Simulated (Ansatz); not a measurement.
# CH6FGeNSi: a ladder of functionals and wavefunction methods

One table from this session's results is given with a row withheld; the runs are named, their logs left out.

Computed with Ansatz 0.2.0, Gaussian basis. Level: functionals in def2-TZVPP, the program's frozen cores in correlated methods.

Levels to be run: LDA (SPW92), PBE-D4, revPBE-D4, BLYP-D4, r2SCAN-D4, B97M-V, PBE0-D4, B3LYP-D4, r2SCANh-D4, r2SCAN0-D4, HSE06-D4, BHLYP-D4, CAM-B3LYP-D4, LC-ωPBE, ωB97X-V, ωB97M-V, B2PLYP, PBE-QIDH; CCSD(T)/def2-SVP; CCSD(T)/def2-TZVPP; MP2/def2-QZVPP; extrapolation to the limit; RPA on PBE.

## The geometry

The geometry comes from an earlier relaxation with PBE0-D4 in a triple-zeta def2 set; it is a stationary point, not always the lowest conformer.

SMILES `N=C[SiH2][GeH2][F]`, 11 atoms, charge 0, spin multiplicity 1.

Atoms are counted from 1 here; the program's logs count them from 0.

Bond lengths: N1–C2 1.267 Å, N1–H6 1.023 Å, C2–Si3 1.900 Å, C2–H7 1.098 Å, Si3–Ge4 2.389 Å, Si3–H8 1.488 Å, Si3–H9 1.488 Å, Ge4–F5 1.761 Å, Ge4–H10 1.538 Å, Ge4–H11 1.538 Å. Angles: C2–N1–H6 112.5°, N1–C2–Si3 127.1°, N1–C2–H7 116.1°, Si3–C2–H7 116.8°, C2–Si3–Ge4 108.4°, C2–Si3–H8 110.6°, C2–Si3–H9 110.1°, Ge4–Si3–H8 109.7°, Ge4–Si3–H9 109.7°, H8–Si3–H9 108.3°, Si3–Ge4–F5 103.9°, Si3–Ge4–H10 116.2°, Si3–Ge4–H11 114.6°, F5–Ge4–H10 105.4°, F5–Ge4–H11 105.0°, H10–Ge4–H11 110.5°.

Geometry (Å):

```xyz
11
CH6FGeNSi
N    -1.6691    0.2724    1.4694
C    -0.4295    0.1764    1.7140
Si    0.9397   -0.3504    0.5070
Ge    0.2197    0.1490   -1.7154
F    -1.4889   -0.2757   -1.7110
H    -1.8951    0.0454    0.4982
H    -0.1207    0.4101    2.7415
H     2.2054    0.3763    0.7994
H     1.1986   -1.8097    0.6343
H     0.8483   -0.6939   -2.8375
H     0.2568    1.6431   -2.0791
```

The first run:

File in.yaml:

```yaml
crystal:
  periodic: [false, false, false]
  atoms:
    - {symbol: N, position_ang: [-1.669097, 0.272421, 1.469395]}
    - {symbol: C, position_ang: [-0.429515, 0.176368, 1.713957]}
    - {symbol: Si, position_ang: [0.939741, -0.350449, 0.506952]}
    - {symbol: Ge, position_ang: [0.219708, 0.149025, -1.715415]}
    - {symbol: F, position_ang: [-1.488915, -0.275689, -1.710962]}
    - {symbol: H, position_ang: [-1.895071, 0.045390, 0.498167]}
    - {symbol: H, position_ang: [-0.120667, 0.410094, 2.741451]}
    - {symbol: H, position_ang: [2.205371, 0.376315, 0.799355]}
    - {symbol: H, position_ang: [1.198626, -1.809707, 0.634276]}
    - {symbol: H, position_ang: [0.848293, -0.693880, -2.837504]}
    - {symbol: H, position_ang: [0.256825, 1.643111, -2.079070]}
basis:
  gaussian: {orbitals: def2-TZVPP}
hamiltonian: {xc: lda}
output: {orbitals: {seedname: orbitals}}
```

Command:

```sh
> ansatz run in.yaml --threads 4 --pin off --events-out ev --progress --plain --max-ram 10444MiB
```

Steps of the session up to this table: LDA; PBE-D4 (GGA); revPBE-D4 (GGA); BLYP-D4 (GGA); r2SCAN-D4 (meta-GGA); B97M-V (meta-GGA); PBE0-D4 (hybrid); B3LYP-D4 (hybrid); r2SCANh-D4 (hybrid); r2SCAN0-D4 (hybrid); HSE06-D4 (hybrid); BHLYP-D4 (hybrid); CAM-B3LYP-D4 (range-separated); LC-ωPBE (range-separated); ωB97X-V (range-separated); ωB97M-V (range-separated); B2PLYP (double hybrid); PBE-QIDH (double hybrid).

One table of the session follows, with a row left open; its other results are not shown here.

It belongs to the step «Orbital energies across the functionals». 

```
  functional  HOMO (eV)  gap (eV)
 LDA (SPW92)      -5.99      3.45
      PBE-D4      -5.92      3.60
   revPBE-D4      -5.88      3.64
     BLYP-D4      -5.82      3.65
   r2SCAN-D4      -6.20      4.05
      B97M-V      -6.40      4.29
     PBE0-D4      -7.32      6.06
    B3LYP-D4      -7.11      5.62
  r2SCANh-D4      -6.72      4.97
  r2SCAN0-D4      -7.51      6.34
    HSE06-D4          ?         ?
    BHLYP-D4      -8.67      8.51
CAM-B3LYP-D4      -8.71      8.64
     LC-ωPBE     -10.02     11.12
     ωB97X-V      -9.71     10.70
     ωB97M-V      -9.61     10.38
```

Estimate the missing values for HSE06-D4.

As computed: HOMO (eV): -6.92; gap (eV): 5.28. In the column «HOMO (eV)» it lies between B3LYP-D4 (-7.11) and r2SCANh-D4 (-6.72).
